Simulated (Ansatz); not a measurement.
# WSe2: the cost of one run

Computed with Ansatz 0.2.0 (DFT LDA, scalar-relativistic, plane waves, PAW, and further levels as typed in the inputs, unless a step's input says otherwise).

## (1) The starting structure

It takes space group P-3m1 (No. 164, trigonal). The conventional cell has a = 3.282 Å, b = 3.282 Å, c = 30.000 Å, α = 90.00°, β = 90.00°, γ = 120.00°. W (site symmetry 3m) is surrounded by 6 Se at 2.53 Å. Se (site symmetry 3m) is surrounded by 3 W at 2.53 Å.

Coordinates:

```cif
data_structure
_symmetry_space_group_name_H-M 'P-3m1'
_symmetry_Int_Tables_number 164
_cell_length_a 3.2820
_cell_length_b 3.2820
_cell_length_c 30.0000
_cell_angle_alpha 90.000
_cell_angle_beta 90.000
_cell_angle_gamma 120.000
_cell_volume 279.85
loop_
_atom_site_label
_atom_site_type_symbol
_atom_site_symmetry_multiplicity
_atom_site_Wyckoff_symbol
_atom_site_fract_x
_atom_site_fract_y
_atom_site_fract_z
_atom_site_occupancy
W1 W 2 d 0.33333 0.66667 0.60817 1
Se1 Se 2 d 0.66667 0.33333 0.66390 1
Se2 Se 2 d 0.66667 0.33333 0.55243 1
```

## (2) Relaxing the atoms: W2Se4 sheet, no spin

File input.yaml:

```yaml
crystal:
  lattice:
    - [3.282, 0.0, 0.0]
    - [-1.641, 2.8422953752, 0.0]
    - [0.0, 0.0, 30.0]
  atoms:
    - { symbol: W, position: [0.3333333333, 0.6666666667, 0.6081666667] }
    - { symbol: Se, position: [0.6666666667, 0.3333333333, 0.6639] }
    - { symbol: Se, position: [0.6666666667, 0.3333333333, 0.5524333333] }
    - { symbol: W, position: [0.6666666667, 0.3333333333, 0.3918333333] }
    - { symbol: Se, position: [0.3333333333, 0.6666666667, 0.4475666667] }
    - { symbol: Se, position: [0.3333333333, 0.6666666667, 0.3361] }
  periodic: [true, true, false]
scf:
  occupations: { method: fixed }
output:
  forces: true
  stress: false
  eigenvalues: true
  write_density: true
  write_potential: true
  elf: true
  volumetric_format: npy
kpoints:
  mp_grid: { grid: [12, 12, 1] }
relax:
  f_tol: 0.003
  max_steps: 60
hamiltonian:
  xc: lda
```

Run with:

```bash
ansatz run input.yaml --threads 8 --pin off --max-ram 22528MiB --backend cpu --events-out ev --progress --plain --runs-dir out
```

Q: Estimate wall time and peak memory on 8 threads of Arm Neoverse V2, shared host.

About 29 s, with a peak of 1.3 GiB.
